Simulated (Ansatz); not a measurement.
Write a Python script for the Ansatz DFT code, driven from Python that makes a single point of TaRe (distorted cell). Settings: PBEsol, PAW, cutoff 450 eV, 7×7×4 k-points, cold smearing of 0.15 eV.

```
Ta Re
1.0
     1.59633   -2.28932    0.00000
     1.59633    2.28932    0.00000
     0.00000    0.00000    4.44409
Ta Re
1 1
Direct
  0.49512 0.49455 0.49903
  0.00791 0.99811 0.00540
```

Script `scf_tare.py`:
```python
"""Single point of TaRe, atoms off their sites."""

from collections import Counter
from pathlib import Path
import logging
import sys

import ansatz as az
import numpy as np
from pymatgen.core import Structure
from pymatgen.core import Lattice, Structure
from pymatgen.io.ase import AseAtomsAdaptor

logging.basicConfig(stream=sys.stdout, format="%(levelname)s %(message)s")
logger = logging.getLogger("tare")
logger.setLevel(logging.INFO)

pmg_structure = Structure(
    Lattice([[1.59633, -2.28932, 0.0], [1.59633, 2.28932, 0.0], [0.0, 0.0, 4.44409]]),
    ["Ta", "Re"],
    [
        [0.49512, 0.49455, 0.49903],
        [0.00791, 0.99811, 0.0054],
    ],
)
structure = az.Crystal.from_ase(AseAtomsAdaptor.get_atoms(pmg_structure))

# functional, basis and sampling
calculation = (
    structure.calculation()
    .basis(450)
    .pseudopotentials("paw")
    .functional("PBEsol")
    .occupations("cold", width=150 * az.meV)
    .kpoints(7, 7, 4, center="gamma")
    .compute(potential_components=True)
)
history = []
result = calculation.session().plan().execute(on_event=lambda event: history.append(event["data"]["dr2_ev"]) if event["event"] == "scf_iter" else None)
rep = result.report
print("density residual by iteration (eV):", " ".join(f"{value:.1e}" for value in history[:40]))

logger.info("%-22s %14.5f eV" % ("F = E - TS", rep["free_energy_ev"]))
logger.info("%-22s %14.5f eV" % ("E", rep["internal_energy_ev"]))
logger.info("%-22s %14.5f eV" % ("Harris-Foulkes", rep["harris_foulkes_ev"]))
logger.info("%-22s %14.5f eV" % ("Fermi level", rep["fermi_energy_ev"]))

final = Structure(result.lattice.cell_ang, [s.symbol for s in result.lattice.sites], [s.position_frac for s in result.lattice.sites])
# shortest distances, periodic images included
for index, site in enumerate(final):
    near = final.get_neighbors(site, 4.5)
    edge = 1.15 * min(n.nn_distance for n in near)
    shell = Counter((round(n.nn_distance, 2), n.specie.symbol) for n in near if n.nn_distance < edge)
    print(f"{index:2d} {site.specie.symbol:2s}", ", ".join(f"{count} {symbol} at {d:.2f}" for (d, symbol), count in sorted(shell.items())))

folder = Path(result.write_results("parts"))
text = (folder / "v_comp_z.tsv").read_text().splitlines()
rows = np.array([line.split() for line in text if not line.startswith("#")], dtype=float)
print(text[0])
print(np.array2string(rows[:: max(len(rows) // 12, 1)], precision=3, suppress_small=True))

print(calculation.to_yaml())
```

```console
$ python scf_tare.py
density residual by iteration (eV): 9.5e-02 6.3e-02 5.8e-04 7.5e-05 2.9e-06 9.6e-07 5.4e-08
INFO F = E - TS               -20544.09297 eV
INFO E                        -20544.09250 eV
INFO Harris-Foulkes           -20544.09297 eV
INFO Fermi level                  21.61444 eV
 0 Ta 1 Re at 2.70, 1 Re at 2.73, 1 Re at 2.74, 1 Re at 2.77, 4 Ta at 2.79
 1 Re 1 Ta at 2.70, 1 Ta at 2.73, 1 Ta at 2.74, 1 Ta at 2.77, 4 Re at 2.79
# z_ang	v_loc[eV]	v_h[eV]	v_xc[eV]
[[  0.    -25.013  24.388 -17.28 ]
 [  0.278 -18.979  20.661 -16.47 ]
 [  0.556  -0.736   9.119 -14.205]
 [  0.833  19.247  -3.279 -12.2  ]
 [  1.111  29.455 -10.699 -11.438]
 [  1.389  27.19  -11.186 -11.846]
 [  1.667  15.79   -5.908 -13.505]
 [  1.944   2.744   0.418 -15.177]
 [  2.222  -2.409   2.611 -15.774]
 [  2.5     4.407  -1.076 -15.106]
 [  2.778  18.867  -8.739 -13.364]
 [  3.055  31.388 -15.071 -11.652]
 [  3.333  34.609 -15.334 -11.193]
 [  3.611  25.445  -8.283 -11.843]
 [  3.889   5.327   4.53  -13.709]
 [  4.166 -15.236  17.849 -16.115]]
crystal:
  lattice:
    - [1.59633, -2.28932, 0.0]
    - [1.59633, 2.28932, 0.0]
    - [0.0, 0.0, 4.44409]
  atoms:
    - { symbol: Ta, position: [0.49512000000000006, 0.49455, 0.49903] }
    - { symbol: Re, position: [0.007910000000000058, 0.99811, 0.0054] }
basis:
  ecutwfc: 450.0
kpoints:
  mp_grid:
    grid: [7, 7, 4]
    shift: [0.0, 0.0, 0.0]
hamiltonian:
  xc: pbesol
  pseudopotentials:
    kind: paw
scf:
  occupations:
    method: cold
    width: 0.15
output:
  write_potential_components: true
```

What to keep in mind:
- Absolute energies stand on the zero of these potentials, so only differences at equal settings mean something. A total without «per atom» is that of the cell as typed.
- Spin is left out of this run.
- The mesh is modest for a metal, so energies can be off by several to tens of meV an atom and pressures by half a GPa or more; differences at equal mesh fare better.
- Only differences from the Fermi energy are physical; the zero of the scale is a convention.
- Spin-orbit coupling, which matters for elements this heavy, is left out.
- The cell is a database structure, distorted on purpose.
- Finished in 6.3 s on 1 thread of Arm Neoverse V2, with other jobs on the host, peak memory 0.48 GiB.

(Lines on the test bed's own set-up are left out of the output.)
